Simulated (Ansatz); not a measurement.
Sn3Te under changes of volume

One of the cells (29.205 Å³/atom); the others are scaled copies at fixed shape and fractional positions:

```
Te Sn
1.0
    -2.30090    2.30090    5.51649
     2.30090   -2.30090    5.51649
     2.30090    2.30090   -5.51649
Te Sn
1 3
Direct
  0.00000 0.00000 0.00000
  0.50000 0.50000 0.00000
  0.25000 0.75000 0.50000
  0.75000 0.25000 0.50000
```

The cell comes from a database or a generator and needn't be the stable form of this composition.

| Property | Result |
| --- | --- |
| Program | Ansatz 0.2.0 |
| Functional | LDA |
| Potentials or basis | all-electron LAPW, scalar-relativistic |
| Cutoff | 161 eV (chosen from the basis error) |
| Basis error allowed | 0.002 eV/atom |
| k mesh | 8 × 8 × 8 |
| Occupations | fermi-dirac, width 0.05 eV |
| Spin | no spin polarisation |

```tsv
volume (Å³/atom)	energy over the lowest point (meV/atom)	pressure (GPa)
27.453	0.00	-1.5
28.037	7.42	-2.5
28.621	?	?
29.205	32.09	-4.1
29.789	48.59	-4.8
30.373	67.42	-5.4
30.958	88.29	-6.0
```

Q: What does the run at 28.621 Å³/atom give?

A: Energy over the lowest point 18.24 meV/atom; pressure -3.4 GPa.

Worked out: A Birch-Murnaghan fit of order 3 (a polynomial in V^(-2/3)) to the other rows has its minimum at 26.69 Å³/atom, just outside them, with B0 = V·E''(V) = 58 GPa and B' = 4.9 at fixed shape and positions, which overstates the stiffness. It gives 18.25 meV/atom at 28.621 Å³/atom, against the run's 18.24, and -dE/dV = -3.4 GPa, against -3.4.

Energies are extrapolated to zero smearing.
